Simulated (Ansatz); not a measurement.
# CH8AlNO: the cost of one run

Program: Ansatz 0.2.0. Level of theory: UHF/6-31G. These are calculated values, not measurements.

### 1 Starting point

Bond lengths: Al1–N2 2.238 Å, N2–C3 1.452 Å, Al1–H4 1.537 Å, Al1–H5 1.536 Å, Al1–O7 2.177 Å, N2–H8 1.013 Å, C3–H9 1.095 Å, C3–H10 1.091 Å, C3–H11 1.096 Å, O7–H12 0.952 Å. Angles (14 of 16 angles, heavy atoms first): Al1–N2–C3 120.6°, N2–Al1–O7 70.3°, Al1–N2–H8 125.2°, C3–N2–H8 111.6°, N2–Al1–H4 112.8°, N2–Al1–H5 116.9°, H4–Al1–O7 111.7°, H5–Al1–O7 112.9°, N2–C3–H9 111.5°, N2–C3–H10 108.4°, N2–C3–H11 111.9°, Al1–O7–H12 163.8°, H4–Al1–H5 121.3°, H9–C3–H10 108.0°.

Structure file:

```xyz
12

Al   -0.5873    1.1540    1.1287
N     0.4973   -0.6047    0.2688
C    -0.1982   -1.5657   -0.5685
H    -2.0935    1.1316    0.8221
H    -0.0517    1.7236    2.4503
H     0.7373    0.5248   -0.4129
O     0.5784    1.7827   -0.5992
H     1.3718   -0.9783    0.6166
H    -0.4162   -2.4901   -0.0238
H    -1.1465   -1.1269   -0.8829
H     0.3807   -1.8233   -1.4628
H     0.9280    2.2723   -1.3364
```

### 2 Run 1

150 steps of 0.5 fs at constant energy, with velocities drawn for 600 K.

input.yaml reads:

```yaml
crystal:
  periodic: [false, false, false]
  atoms:
    - { symbol: Al, position_ang: [-0.5873, 1.154, 1.1287] }
    - { symbol: "N", position_ang: [0.4973, -0.6047, 0.2688] }
    - { symbol: C, position_ang: [-0.1982, -1.5657, -0.5685] }
    - { symbol: H, position_ang: [-2.0935, 1.1316, 0.8221] }
    - { symbol: H, position_ang: [-0.0517, 1.7236, 2.4503] }
    - { symbol: H, position_ang: [0.7373, 0.5248, -0.4129] }
    - { symbol: O, position_ang: [0.5784, 1.7827, -0.5992] }
    - { symbol: H, position_ang: [1.3718, -0.9783, 0.6166] }
    - { symbol: H, position_ang: [-0.4162, -2.4901, -0.0238] }
    - { symbol: H, position_ang: [-1.1465, -1.1269, -0.8829] }
    - { symbol: H, position_ang: [0.3807, -1.8233, -1.4628] }
    - { symbol: H, position_ang: [0.928, 2.2723, -1.3364] }
magnetization:
  spin_polarized: true
basis:
  gaussian: { orbitals: "6-31G" }
hamiltonian:
  xc: hf
md:
  timestep: 0.5
  n_steps: 150
  ensemble: nve
  temperature: 600.0
  initial_velocities: maxwell_boltzmann
  seed: 168159
```

Command:

```bash
> ansatz run input.yaml --threads 1 --pin off --max-ram 2048MiB --backend cpu --events-out ev --progress --plain --runs-dir out
```

**Question.** How long does this run take on 1 thread of Intel Xeon at 2.50GHz (Skylake/Cascade Lake), shared host, and how much memory does it need?

About 12 min, with a peak of 0.13 GiB.
